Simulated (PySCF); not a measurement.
# RuN(OH)2: structure of the doublet

Where does doublet RuN(OH)2 go from a trigonal pyramidal start, is the end point a minimum, and what are its modes, charges and moments?

The runs use PySCF 2.14.0; PBE0, basis Ru def2-TZVP with ECP28, N def2-TZVP, O def2-TZVP, H def2-TZVP, scalar-relativistic core potentials, no spin–orbit coupling, density fitting.

## 1. Where the work starts

6 atoms, charge 0, spin multiplicity 2.

Bond lengths: Ru1–N2 1.740 Å, Ru1–O3 1.880 Å, Ru1–O4 1.880 Å, O3–H5 0.960 Å, O4–H6 0.960 Å. Angles: N2–Ru1–O3 99.8°, N2–Ru1–O4 99.8°, O3–Ru1–O4 99.8°, Ru1–O3–H5 130.0°, Ru1–O4–H6 130.0°.

Coordinates in bohr (charge 0 multiplicity 2):
```
Ru    0.0000    0.0000    0.0000
N     2.9032    0.0000    1.5437
O    -1.5685    2.7167    1.6679
O    -1.5685   -2.7167    1.6679
H    -0.8797    4.3031    2.2153
H    -3.2868   -2.9134    2.2153
```

## 2. The SCF at the typed geometry

The steps below are one call of a driver around PySCF. For each, scf.py gives the equivalent set-up of the SCF; relaxations use the driver's own optimiser. After this first run the driver tries any further starts and a stability analysis.

scf.py reads:

```python
from pyscf import gto, scf, dft
mol = gto.M(atom='''
Ru     0.000000     0.000000     0.000000
N      1.536300     0.000000     0.816900
O     -0.830000     1.437600     0.882600
O     -0.830000    -1.437600     0.882600
H     -0.465500     2.277100     1.172300
H     -1.739300    -1.541700     1.172300''',
    basis={'Ru': 'def2-TZVP', 'N': 'def2-TZVP', 'O': 'def2-TZVP', 'H': 'def2-TZVP'},
    ecp={'Ru': 'def2-TZVP'},
    charge=0, spin=1)
mf = dft.UKS(mol, xc='PBE0')
mf.grids.atom_grid = (50, 194)
aux = {'Ru': 'def2-universal-JKFIT', 'N': 'def2-universal-JKFIT', 'O': 'def2-universal-JKFIT', 'H': 'def2-universal-JKFIT'}
mf = mf.density_fit(auxbasis=aux)
mf.conv_tol = 1e-08
mf.diis_space = 10
mf.max_cycle = 60
mf.init_guess = 'minao'
mf.verbose = 4
mf.kernel()
```

Run with:

```sh
OMP_NUM_THREADS=4 python axn.py task.json out
```

After this run come: Relaxation: trigonal pyramidal start, doublet; Vibrations and properties at this point.

**Question.** What will these runs give? Wanted: minimum; geometry; wavenumbers; dipole moment; highest occupied, lowest empty level; polar-tensor charge of Ru1; zero-point energy; atomisation energy; ⟨S²⟩.

**Answer**, as computed:

| quantity | value |
| --- | --- |
| minimum | doublet, Cs |
| geometry | O–H 0.961 Å (×2), Ru–N 1.566 Å, Ru–O 1.887 Å (×2); H–O–Ru 119.4°, H–O–Ru 121.4°, N–Ru–O 117.7°, N–Ru–O 122.8°, O–Ru–O 119.5° |
| wavenumbers (cm⁻¹) | 91 (a''), 141 (a'), 169 (a''), 269 (a'), 286 (a''), 624 (a'), 636 (a'), 669 (a'), 701 (a'), 1226 (a'), 3871 (a'), 3894 (a') |
| dipole moment | 1.70 D |
| highest occupied, lowest empty level (either spin) | -7.18, -3.39 eV |
| polar-tensor charge of Ru1 | +1.38 e |
| zero-point energy | 75.2 kJ/mol |
| entropy at 298.15 K | 339.4 J/(mol K) |
| atomisation energy (no zero-point energy) | 2006 kJ/mol |
| ⟨S²⟩ | 0.768 |

**Reading.** The trigonal pyramidal start (C1) ends in a minimum of Cs symmetry. The strongest infrared band lies at 624 cm⁻¹ (a'). Most of the spin sits on Ru1 (Mulliken spin 0.92, against 1 for the whole molecule). Other starts or spin states, not run here, may lie lower. One determinant may miss the lowest occupation of an open d or f shell.
